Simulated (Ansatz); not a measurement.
# interstitial Li in Si: hop to the nearest equivalent void

Wanted: the energy profile along the hop to the nearest equivalent void, from relaxed end points and a band of images. The host cell (diamond) has 16 atoms, cell charge +1; the extra atom is the last.

Program: Ansatz 0.2.0. Level of theory: DFT PBE, plane waves, PAW, scalar-relativistic, no spin polarisation. These are calculated values, not measurements.

## (1) The system as given

The cell holds 17 atoms (LiSi16): a = 7.679 Å, b = 7.679 Å, c = 7.679 Å, α = 60.00°, β = 60.00°, γ = 60.00°.

The coordinates stand in the first input below.

## (2) Relaxing end A

The input, input.yaml:

```yaml
crystal:
  lattice:
    - [0.0, 5.43, 5.43]
    - [5.43, 0.0, 5.43]
    - [5.43, 5.43, 0.0]
  atoms:
    - { symbol: Si, position: [0.0, 0.0, 0.0] }
    - { symbol: Si, position: [0.125, 0.125, 0.125] }
    - { symbol: Si, position: [0.0, 0.0, 0.5] }
    - { symbol: Si, position: [0.125, 0.125, 0.625] }
    - { symbol: Si, position: [0.0, 0.5, 0.0] }
    - { symbol: Si, position: [0.125, 0.625, 0.125] }
    - { symbol: Si, position: [0.0, 0.5, 0.5] }
    - { symbol: Si, position: [0.125, 0.625, 0.625] }
    - { symbol: Si, position: [0.5, 0.0, 0.0] }
    - { symbol: Si, position: [0.625, 0.125, 0.125] }
    - { symbol: Si, position: [0.5, 0.0, 0.5] }
    - { symbol: Si, position: [0.625, 0.125, 0.625] }
    - { symbol: Si, position: [0.5, 0.5, 0.0] }
    - { symbol: Si, position: [0.625, 0.625, 0.125] }
    - { symbol: Si, position: [0.5, 0.5, 0.5] }
    - { symbol: Si, position: [0.625, 0.625, 0.625] }
    - { symbol: Li, position: [0.2484337, 0.7499693, 0.7438408] }
total_charge: 1
basis:
  ecutwfc: 420.0
kpoints:
  mp_grid: { grid: [2, 2, 2] }
hamiltonian:
  xc: pbe
  pseudopotentials: { kind: paw, azcp: { folder: soft_1 } }
scf:
  occupations: { method: gaussian, width: 0.02 }
  lower_state_search: "off"
relax:
  f_tol: 0.03
  max_steps: 60
  adjacent_minimum: "off"
output:
  write_density: true
  write_potential: true
  elf: true
  volumetric_format: npy
```

Started as:

```sh
> ansatz run input.yaml --threads 1 --pin off --max-ram 3072MiB --backend cpu --events-out ev --progress --plain --runs-dir out
```

Standard output (excerpt; [...] marks lines left out):

```text
Warning: RAYON_NUM_THREADS=1 ignored (pool sized by the plan → 1); use --threads N
[...]
Pseudopotentials: kind: paw
Pseudopotential: Si, paw, valence charge 4, recommended cutoff 420 eV (normal), <dir>
Pseudopotential: Li, paw, valence charge 3, recommended cutoff 420 eV (normal), <dir>
Functional definition: PBE
[...]
Crystal: 17 atoms, lattice volume = 320.206 Å³
Basis set: ecut = 420 eV, 6231 PW (Γ), exchange–correlation on 108×108×108 points (8 copies of the dense FFT grid, shifted against one another)
Bands: 50, of which v1, the nominal top of the filled ones, is band 33 counted from 1 (32 counted from 0)
Symmetry: 1 space group operations
Space group: P1 (ITA 1), of the structure as read, at distance tolerance 6.8e-5 Å
k-points: 8
[...]
SCF iter   1: F=—  HF=-10385.563918 eV  |F-HF|=—  |Δ(HF+E_count)|=         —  Δρ=4.98e-2  dr2=1.12e1  ethr=3.10e-3  ⟨swp⟩=9.9  Hψ=2373  notcnv=0  defer=20
[...]
relax step   1: F+E_penalty+E_count = -10382.77209068 eV  Δ(F+E_penalty+E_count) = +0.000e0 eV  max|allowed force component| = 6.502e-1 eV/Å  Δτ_max = 0.0000 Å  (7 SCF iters, dr2 threshold 2.25e-5 eV, accepted)
[...]
relax step   3: F+E_penalty+E_count = -10382.88884060 eV  Δ(F+E_penalty+E_count) = -4.329e-3 eV  max|allowed force component| = 3.141e-2 eV/Å  Δτ_max = 0.0178 Å  (5 SCF iters, accepted)
[...]
  F+E_penalty+E_count = -10382.88920559 eV   max|allowed force component| = 1.001e-3 eV/Å
  atoms:
    - { symbol: Si, position: [-0.0020504585146301213, 0.0019891680690489735, 0.0016124096007526084] }
    - { symbol: Si, position: [0.12737899380106343, 0.12417278403110017, 0.12384176448908077] }
    - { symbol: Si, position: [-0.0020715059022625017, 0.0019522994215675636, 0.49768135835302196] }
    - { symbol: Si, position: [0.12262294805040835, 0.13185297510879163, 0.6223570191241858] }
    - { symbol: Si, position: [-0.0020695141060794453, 0.4980130509778684, 0.00159838458695849] }
    - { symbol: Si, position: [0.12264323093523322, 0.6227337209659509, 0.13142813184619007] }
    - { symbol: Si, position: [-0.0001053290543844565, 0.5000011589334602, 0.49957232921691874] }
    - { symbol: Si, position: [0.12259744514126286, 0.6226843987284103, 0.6223379331926355] }
    - { symbol: Si, position: [0.4999221080582168, 2.0260938136396067e-6, -0.0003194234327389689] }
    - { symbol: Si, position: [0.6241060799790399, 0.12419256345615037, 0.12385086846711324] }
    - { symbol: Si, position: [0.5018862781452627, 0.001980988047242088, 0.4976929007109139] }
    - { symbol: Si, position: [0.6240891455994225, 0.12417165578833023, 0.6271400288143112] }
    - { symbol: Si, position: [0.5018961582448258, 0.498036634979302, 0.0016138885477053888] }
    - { symbol: Si, position: [0.6240900911961154, 0.627458258640958, 0.12384149353482754] }
    - { symbol: Si, position: [0.5018639053363059, 0.49801107611861295, 0.49768130948383604] }
    - { symbol: Si, position: [0.6317473744394442, 0.6227174999468854, 0.6223608858899601] }
    - { symbol: Li, position: [0.24988674865075566, 0.7499990406925082, 0.7495495175743281] }
```

Run time: 19 s. Hardware: 1 thread of Intel Xeon Platinum 8375C at 2.90GHz (Ice Lake), shared host; peak memory 0.59 GiB.

Relaxation path:

| step | energy from step 1 (eV/cell) | largest force component (eV/Å) |
| --- | --- | --- |
| 1 | 0.0000 | 0.6502 |
| 2 | -0.1124 | 0.0957 |
| 3 | -0.1167 | 0.0314 |
| 4 | -0.1171 | 0.0010 |

Step 1 is the start.

The atom that moved most is Li17, by 0.05 Å.

## (3) Relaxing end B

The second end starts from a geometry with the move made by hand.

input.yaml: that of step 2 with these lines changed.

```diff
@@ -22,3 +22,3 @@
     - { symbol: Si, position: [0.625, 0.625, 0.625] }
-    - { symbol: Li, position: [0.2484337, 0.7499693, 0.7438408] }
+    - { symbol: Li, position: [0.3739283, 0.87510137, 0.37174385] }
 total_charge: 1
```

Started as:

```sh
> ansatz run input.yaml --threads 1 --pin off --max-ram 3072MiB --backend cpu --events-out ev --progress --plain --runs-dir out
```

Standard output:

```text
Warning: RAYON_NUM_THREADS=1 ignored (pool sized by the plan → 1); use --threads N
Engine: ansatz 0.2.0, x86_64-unknown-linux-gnu
[... 4 set-up lines as earlier in the session ...]
  parameter kappa = 0.804
  parameter beta = 0.06672455060314922
  exchange = pbe_x(kappa = kappa, mu = beta*pi^2/3)
  correlation = pbe_c(beta = beta)
Crystal: 17 atoms, lattice volume = 320.206 Å³
Basis set: ecut = 420 eV, 6231 PW (Γ), exchange–correlation on 108×108×108 points (8 copies of the dense FFT grid, shifted against one another)
Bands: 50, of which v1, the nominal top of the filled ones, is band 33 counted from 1 (32 counted from 0)
[... 2 set-up lines as earlier in the session ...]
k-points: 8
Non-local potential: Si, projectors of the file, l = 0: 2, l = 1: 2, l = 2: 1
Non-local potential: Li, projectors of the file, l = 0: 3, l = 1: 2, l = 2: 1
PAW form: soft (Blöchl's): semilocal exchange-correlation on the pseudo side does not see the compensation charge
PAW one-centre angular grid: Si, 110 points (default); XC on 64 Gauss nodes
PAW one-centre angular grid: Li, 110 points (default); XC on 96 Gauss nodes
Initial density: superposition of atomic densities (chi_scale 0.1, normalization cell, long waves kept (reshape's long-wave potential 0.03 eV rms))
Initial wavefunctions: pseudopotential atomic-orbital guess
Functional: x = pbe(κ = 0.804, μ = 0.2195149727645171), c = pbe(β = 0.06672455060314922)
SCF iter   1: F=—  HF=-10385.566335 eV  |F-HF|=—  |Δ(HF+E_count)|=         —  Δρ=4.97e-2  dr2=1.12e1  ethr=3.10e-3  ⟨swp⟩=10.0  Hψ=2391  notcnv=0  defer=19
preconditioner: auto → Resta (q_TF=auto, 2.097 Å⁻¹)  ε∞=5.2  [insulator: Δε(μ)=0.666 eV  Ē_g=8.107 eV  σ=0.020 eV  W_gap=1.00  n_scr=58 (ndim 8)  ℏωp=16.6 eV  f_vac=0.000  D(μ)=0.00/eV (n_scr^D=0)  ε∞_Penn≈5.2]
SCF iter   2: F=—  HF=-10383.450048 eV  |F-HF|=—  |Δ(HF+E_count)|=    2.12e0  Δρ=2.86e-2  dr2=3.04e0  ethr=3.10e-3  ⟨swp⟩=3.0  Hψ=710  notcnv=0  defer=70
SCF iter   3: F=—  HF=-10382.749869 eV  |F-HF|=—  |Δ(HF+E_count)|=   7.00e-1  Δρ=3.97e-3  dr2=9.26e-2  ethr=3.10e-3  ⟨swp⟩=2.9  Hψ=603  notcnv=0  defer=70
SCF iter   4: F=—  HF=-10382.767105 eV  |F-HF|=—  |Δ(HF+E_count)|=   1.72e-2  Δρ=1.40e-3  dr2=7.04e-3  ethr=1.40e-4  ⟨swp⟩=3.2  Hψ=608  notcnv=0  defer=70
SCF iter   5: F=—  HF=-10382.776807 eV  |F-HF|=—  |Δ(HF+E_count)|=   9.70e-3  Δρ=2.07e-4  dr2=2.20e-4  ethr=1.07e-5  ⟨swp⟩=2.0  Hψ=722  notcnv=0  defer=70
SCF iter   6: F=—  HF=-10382.777162 eV  |F-HF|=—  |Δ(HF+E_count)|=   3.55e-4  Δρ=3.48e-5  dr2=3.84e-6  ethr=3.34e-7  ⟨swp⟩=2.0  Hψ=586  notcnv=0  defer=70
SCF iter   7: F=-10382.777171 eV  HF=-10382.777171 eV  |F-HF|=3.72e-7  |Δ(HF+E_count)|=   9.23e-6  Δρ=7.90e-6  dr2=2.11e-7  ethr=5.82e-9  ⟨swp⟩=10.1  Hψ=2603  notcnv=0
SCF 1 converged in 7 iterations: F = -10382.777171 eV  dr2 = 2.11e-7
relax step   1: F+E_penalty+E_count = -10382.77717134 eV  Δ(F+E_penalty+E_count) = +0.000e0 eV  max|allowed force component| = 5.848e-1 eV/Å  Δτ_max = 0.0000 Å  (7 SCF iters, dr2 threshold 2.25e-5 eV, accepted)
Initial density: handed on by an earlier stage of this run
Initial wavefunctions: those handed on with the density
iter 1 solved again at ethr=6.33e-5 eV; its pass at ethr=3.10e-3 eV (dr2=4.18e-2 eV) is discarded
SCF iter   1: F=—  HF=-10382.896334 eV  |F-HF|=—  |Δ(HF+E_count)|=         —  Δρ=2.43e-3  dr2=4.75e-2  ethr=6.33e-5  ⟨swp⟩=2.5  Hψ=1317  notcnv=0  defer=70
preconditioner: auto → Resta (q_TF=auto, 2.097 Å⁻¹)  ε∞=5.3  [insulator: Δε(μ)=0.641 eV  Ē_g=8.008 eV  σ=0.020 eV  W_gap=1.00  n_scr=58 (ndim 8)  ℏωp=16.6 eV  f_vac=0.000  D(μ)=0.00/eV (n_scr^D=0)  ε∞_Penn≈5.3]
SCF iter   2: F=—  HF=-10382.886862 eV  |F-HF|=—  |Δ(HF+E_count)|=   9.47e-3  Δρ=1.06e-3  dr2=4.96e-3  ethr=6.33e-5  ⟨swp⟩=3.0  Hψ=586  notcnv=0  defer=70
SCF iter   3: F=—  HF=-10382.886080 eV  |F-HF|=—  |Δ(HF+E_count)|=   7.81e-4  Δρ=2.70e-4  dr2=1.93e-4  ethr=7.52e-6  ⟨swp⟩=2.1  Hψ=562  notcnv=0  defer=70
SCF iter   4: F=-10382.886114 eV  HF=-10382.886112 eV  |F-HF|=1.58e-6  |Δ(HF+E_count)|=   3.17e-5  Δρ=4.70e-5  dr2=7.84e-6  ethr=3.24e-8  ⟨swp⟩=10.0  Hψ=3010  notcnv=0
SCF 2 converged in 4 iterations: F = -10382.886114 eV  dr2 = 7.84e-6
relax step   2: F+E_penalty+E_count = -10382.88611352 eV  Δ(F+E_penalty+E_count) = -1.089e-1 eV  max|allowed force component| = 9.002e-2 eV/Å  Δτ_max = 0.0408 Å  (4 SCF iters, dr2 threshold 2.14e-5 eV, accepted)
SCF iter   1: F=—  HF=-10382.889853 eV  |F-HF|=—  |Δ(HF+E_count)|=         —  Δρ=5.71e-4  dr2=3.16e-3  ethr=2.71e-5  ⟨swp⟩=3.8  Hψ=890  notcnv=0  defer=70
preconditioner: auto → Resta (q_TF=auto, 2.097 Å⁻¹)  ε∞=5.3  [insulator: Δε(μ)=0.642 eV  Ē_g=8.007 eV  σ=0.020 eV  W_gap=1.00  n_scr=58 (ndim 8)  ℏωp=16.6 eV  f_vac=0.000  D(μ)=0.00/eV (n_scr^D=0)  ε∞_Penn≈5.3]
SCF iter   2: F=—  HF=-10382.889230 eV  |F-HF|=—  |Δ(HF+E_count)|=   6.23e-4  Δρ=2.26e-4  dr2=2.84e-4  ethr=4.78e-6  ⟨swp⟩=1.0  Hψ=464  notcnv=0  defer=70
SCF iter   3: F=—  HF=-10382.889197 eV  |F-HF|=—  |Δ(HF+E_count)|=   3.29e-5  Δρ=5.85e-5  dr2=1.29e-5  ethr=4.30e-7  ⟨swp⟩=2.1  Hψ=484  notcnv=0  defer=70
SCF iter   4: F=—  HF=-10382.889086 eV  |F-HF|=—  |Δ(HF+E_count)|=   1.11e-4  Δρ=1.57e-5  dr2=1.07e-6  ethr=1.95e-8  ⟨swp⟩=2.0  Hψ=556  notcnv=0  defer=70
SCF iter   5: F=-10382.889086 eV  HF=-10382.889086 eV  |F-HF|=2.79e-8  |Δ(HF+E_count)|=   1.28e-7  Δρ=4.05e-6  dr2=6.75e-8  ethr=1.52e-10  ⟨swp⟩=9.2  Hψ=2406  notcnv=0
SCF 3 converged in 5 iterations: F = -10382.889086 eV  dr2 = 6.75e-8
relax step   3: F+E_penalty+E_count = -10382.88908605 eV  Δ(F+E_penalty+E_count) = -2.973e-3 eV  max|allowed force component| = 1.958e-2 eV/Å  Δτ_max = 0.0088 Å  (5 SCF iters, accepted)
NSCF: frozen V_eff on 8 k-points
the band table was solved once a step of the walk had ended and its energy, with any forces and stress, was formed, with the checks that follow a solve (2809 applications of the Hamiltonian). They found nothing against the state; the energy, forces and stress were not computed again (output.eigenvalues in the input reference)
SCF converged after 5 iterations
Free energy (F): -10382.889086 eV
Harris-Foulkes:  -10382.889086 eV  (|F-HF|=2.79e-8)
Internal energy: -10382.889086 eV  (E = F + TS)
E sigma→0 (E₀):  -10382.889086 eV
Fermi energy:    6.780761 eV
--- Per-component energies (eV) ---
  E_band       = 8.826022
  E_kinetic    = 665.595623
  E_local      = -518.861017  (includes V_loc(G=0)·N_el)
  E_nonlocal   = 342.779464
  E_hartree    = 165.177860
  E_xc         = -905.097184
  E_vxc        = -766.586003  (∫ρ·V_xc dr)
  E_paw        = -8210.520253  (= ΣΔE_a)
  E_vpaw       = -44.458768  (= ΣTr[D̂ρ^β])
  E_aug_tail   = 0.000859  (compensation charges beyond the density's cutoff)
  E_ewald      = -1921.964438
  E_smearing   = -0.000000  (= −TS)
  E_closure    = 0.000000  (closes the sum)
  E_deformation_potential = 13.071136  (in the stress; not in F)
  Σ components = -10382.889086   (vs F -10382.889086, Δ=0.00e0)
--- Forces (eV/Å), atoms counted from 1 ---
  atom   1  Si     0.00555140    -0.00313916     0.00475796
  atom   2  Si    -0.00112663     0.00127241     0.00092089
  atom   3  Si    -0.00475706    -0.00514701    -0.00060641
  atom   4  Si     0.00327506    -0.00222205    -0.00222566
  atom   5  Si    -0.00541896    -0.00500235    -0.00619818
  atom   6  Si    -0.00029025    -0.00038160    -0.00003734
  atom   7  Si     0.00383628     0.00425632    -0.00262990
  atom   8  Si     0.00042145    -0.00060935    -0.00073144
  atom   9  Si    -0.00302283    -0.00463126    -0.00243905
  atom  10  Si    -0.00323179    -0.00325479     0.00193636
  atom  11  Si    -0.00191894    -0.00343036     0.00092804
  atom  12  Si     0.00065389     0.00088898     0.00019736
  atom  13  Si    -0.00294832     0.00537113     0.00416864
  atom  14  Si     0.00057407    -0.00166462     0.00141871
  atom  15  Si    -0.00399687    -0.00581524    -0.00106892
  atom  16  Si    -0.00168399     0.00399672    -0.00172134
  atom  17  Li     0.01413295     0.01958402     0.00334669
  max |Σ_I F_I| component: 7.18e-5 eV/Å
--- Band table (eV; the first three rows and the last of 8) ---
  k-point 0: bands = ["-39.9364", "-5.5104", "-3.2604", "-3.1984", "-3.1983", "-3.1983", "-1.4560", "-1.4080", "-1.4080", "-1.4080", "-1.3088", "-1.3088", "-0.5210", "-0.5053", "-0.5052", "-0.5051", "3.3564", "3.3569", "3.3575", "3.6714", "3.6718", "3.6726", "5.1497", "5.1501", "5.1505", "5.2659", "5.2659", "5.3275", "5.3282", "5.3295", "6.4586", "6.4595", "6.4601", "7.1015", "7.1021", "7.1025", "7.1728", "7.1728", "7.3097", "7.9581", "7.9586", "7.9594", "8.0463", "8.7617", "8.7640", "8.7677", "9.5114", "9.5125", "9.5131", "9.6968"]
  k-point 1: bands = ["-39.9364", "-4.7842", "-4.6557", "-2.9419", "-2.8997", "-2.8993", "-2.7283", "-2.7014", "-2.7010", "-0.1821", "0.0351", "0.0352", "0.1435", "0.1447", "0.1449", "2.3746", "2.5356", "2.8087", "2.8189", "2.8198", "2.9685", "2.9694", "3.0114", "3.9879", "3.9882", "4.2819", "4.2823", "4.2927", "4.3475", "5.6406", "5.6407", "5.7318", "5.7318", "7.6545", "7.8588", "7.8603", "8.0471", "8.0521", "8.0522", "8.4657", "8.5270", "9.6305", "9.6321", "10.0347", "10.0357", "10.6669", "10.8547", "10.8556", "10.8983", "10.9287"]
  k-point 2: bands = ["-39.9364", "-4.7836", "-4.6562", "-2.9420", "-2.8999", "-2.8994", "-2.7288", "-2.7014", "-2.7008", "-0.1805", "0.0349", "0.0351", "0.1432", "0.1449", "0.1451", "2.3743", "2.5348", "2.8086", "2.8189", "2.8202", "2.9680", "2.9692", "3.0111", "3.9875", "3.9880", "4.2814", "4.2819", "4.2935", "4.3478", "5.6413", "5.6415", "5.7316", "5.7316", "7.6578", "7.8577", "7.8598", "8.0469", "8.0526", "8.0527", "8.4661", "8.5266", "9.6278", "9.6300", "10.0346", "10.0359", "10.6664", "10.8551", "10.8562", "10.8983", "10.9283"]
  k-point 7: bands = ["-39.9364", "-4.7829", "-4.6569", "-2.9421", "-2.8999", "-2.8996", "-2.7293", "-2.7011", "-2.7008", "-0.1786", "0.0347", "0.0348", "0.1429", "0.1452", "0.1453", "2.3740", "2.5338", "2.8088", "2.8194", "2.8199", "2.9679", "2.9684", "3.0107", "3.9874", "3.9877", "4.2809", "4.2811", "4.2944", "4.3483", "5.6423", "5.6424", "5.7312", "5.7313", "7.6616", "7.8572", "7.8582", "8.0469", "8.0533", "8.0533", "8.4665", "8.5263", "9.6255", "9.6266", "10.0350", "10.0356", "10.6657", "10.8560", "10.8564", "10.8982", "10.9283"]
--- Relaxed structure (3 steps of the walk, 3 accepted, 0 SCFs on fresh bases) ---
  F+E_penalty+E_count = -10382.88908605 eV   max|allowed force component| = 1.958e-2 eV/Å
  atoms:
    - { symbol: Si, position: [0.0008109765712376689, -0.0025260133417800827, 0.0007350914366966595] }
    - { symbol: Si, position: [0.12296858807659825, 0.12705304615088012, 0.12286824158348472] }
    - { symbol: Si, position: [-0.0070003725334738046, 0.002324939595576219, 0.5022694339629499] }
    - { symbol: Si, position: [0.12296778458903686, 0.12692313485131784, 0.6268695118766587] }
    - { symbol: Si, position: [0.0008721437083238914, 0.5009108744275884, 0.0007974299256943151] }
    - { symbol: Si, position: [0.12501081345553797, 0.6249998533287869, 0.12503108732962243] }
    - { symbol: Si, position: [0.0007575180633317968, 0.5007976300730165, 0.4975153715362731] }
    - { symbol: Si, position: [0.12297379759105542, 0.6230308058050701, 0.6269420448599767] }
    - { symbol: Si, position: [0.5023904473420543, 0.002409780982775195, -0.007287716390498217] }
    - { symbol: Si, position: [0.6269436325914359, 0.1269615135138144, 0.12286162453678279] }
    - { symbol: Si, position: [0.5020932940489561, 0.0021157213881790593, 0.5020545932218508] }
    - { symbol: Si, position: [0.6248559071092613, 0.12500602100925728, 0.6245836307079934] }
    - { symbol: Si, position: [0.49748882952281454, 0.5008321600951147, 0.0007162951651200067] }
    - { symbol: Si, position: [0.6270153385521234, 0.623025785315365, 0.12286853635339423] }
    - { symbol: Si, position: [0.502258111382816, 0.4931581240748239, 0.5022219745776049] }
    - { symbol: Si, position: [0.6268841969962826, 0.6230261123615579, 0.6268484220477768] }
    - { symbol: Li, position: [0.3746372929326082, 0.8750518803686567, 0.3738482772686196] }
```

Run time: 15 s. Hardware: 1 thread of Intel Xeon Platinum 8375C at 2.90GHz (Ice Lake), shared host; peak memory 0.6 GiB.

Step by step:

| step | energy from step 1 (eV/cell) | largest force component (eV/Å) |
| --- | --- | --- |
| 1 | 0.0000 | 0.5848 |
| 2 | -0.1089 | 0.0900 |
| 3 | -0.1119 | 0.0196 |

Step 1 is the start.

The atom that moved most is Si9, by 0.05 Å.

[end of part 1 of 2]
